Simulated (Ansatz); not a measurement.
# GeHO: the cost of one run

Computed with Ansatz 0.2.0, Gaussian basis. Level: cc-pVTZ, all electrons in the functionals, frozen cores in the correlation of double hybrids and RPA.

The runs, in order: CAM-B3LYP, wB97M-V, B2PLYP, RPA-PBE, at 1.628 Å; 1.855 Å; 2.014 Å; 2.511 Å; 3.397 Å; 5.004 Å.

4 further runs of the same task are left out: 4 for a known fault of the program.

**1. What is computed**

The geometry derives from a PBE0/def2-TZVP stationary point (not a proven minimum). One bond is set to the value named and the two fragments are kept rigid. No spin-orbit coupling is included. The filled d shell of Ge may be among the frozen orbitals whatever the setting's name suggests; the logs give the count.

3 atoms, charge 0, spin multiplicity 4.

Atoms are counted from 1 here; the program's logs count them from 0.

Bond lengths: Ge1–O2 1.855 Å, Ge1–H3 1.563 Å. Angles: O2–Ge1–H3 114.5°.

No dispersion term is added; wB97M-V holds VV10 nonlocal correlation.

The geometry shown and the zero of energy belong to the point 1.855 Å. The yardstick, UCCSDT(Q), and other wave-function levels (R restricted, U unrestricted, valence and pair active spaces) come from earlier runs.

**2. CAM-B3LYP, 1.628 Å**

Input file in.yaml:

```yaml
crystal:
  periodic: [false, false, false]
  atoms:
    - {symbol: Ge, position_ang: [0.000000, -0.034837, 0.281557]}
    - {symbol: O, position_ang: [0.000000, 0.073734, -1.342818]}
    - {symbol: H, position_ang: [0.000000, 1.340245, 1.023821]}
basis:
  gaussian: {orbitals: cc-pVTZ}
magnetization: {spin_polarized: true, initial_magnetization: 3}
hamiltonian: {xc: {name: CAM-B3LYP}}
```

Started as:

```bash
$ ansatz run in.yaml --threads 1 --pin off --events-out ev --progress --plain --max-ram 5632MiB --backend cpu
```

Q: Estimate wall time and peak memory on 1 thread of AMD EPYC 7R13, shared host.

About 6.5 s, with a peak of 0.3 GiB.
